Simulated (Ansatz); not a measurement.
# As (hcp type): the cost of one run

Program: Ansatz 0.2.0. Level of theory: DFT, LDA, PAW with Ansatz's default frozen-core files, scalar-relativistic. These are calculated values, not measurements.

1 further run of the same task is left out (it didn't finish). Runs told in other sessions of the task aren't counted.

### Step 1. The structure to begin with

The structure is hexagonal, space group P6_3/mmc (No. 194). The conventional cell has a = 3.003 Å, b = 3.003 Å, c = 4.865 Å, α = 90.00°, β = 90.00°, γ = 120.00°. As (site symmetry -6m2) has 12 As at 2.99 to 3.00 Å in its first shell of neighbours.

As a file:

```cif
data_structure
_symmetry_space_group_name_H-M 'P6_3/mmc'
_symmetry_Int_Tables_number 194
_cell_length_a 3.0032
_cell_length_b 3.0032
_cell_length_c 4.8651
_cell_angle_alpha 90.000
_cell_angle_beta 90.000
_cell_angle_gamma 120.000
_cell_volume 38.00
loop_
_atom_site_label
_atom_site_type_symbol
_atom_site_symmetry_multiplicity
_atom_site_Wyckoff_symbol
_atom_site_fract_x
_atom_site_fract_y
_atom_site_fract_z
_atom_site_occupancy
As1 As 2 c 0.33333 0.66667 0.25000 1
```

The file gives the conventional cell by its symmetry; the runs use the cell typed in the input.

Atoms are numbered in the order of the input: As1, As2.

### Step 2. Shortest bond scaled by 1, PAW

File input.yaml:

```yaml
crystal:
  lattice:
    - [3.00316585, 0.0, 0.0]
    - [-1.501582925, 2.6008179178, 0.0]
    - [0.0, 0.0, 4.8651286769]
  atoms:
    - { symbol: As, position: [0.3333333333, 0.6666666667, 0.25] }
    - { symbol: As, position: [0.6666666667, 0.3333333333, 0.75] }
kpoints:
  mp_grid: { grid: [11, 11, 6] }
scf:
  occupations: { method: fermi_dirac, width: 0.05 }
hamiltonian:
  xc: lda
  pseudopotentials: { kind: paw }
output:
  forces: true
  stress: true
  eigenvalues: true
  populations: true
```

Command:

```console
ansatz run input.yaml --threads 1 --pin off --max-ram 2048MiB --backend cpu --events-out ev --progress --plain --runs-dir out
```

Q: Estimate wall time and peak memory on 1 thread of Intel Xeon 6975P-C (Granite Rapids), shared host.

About 1.4 s, with a peak of 0.35 GiB.
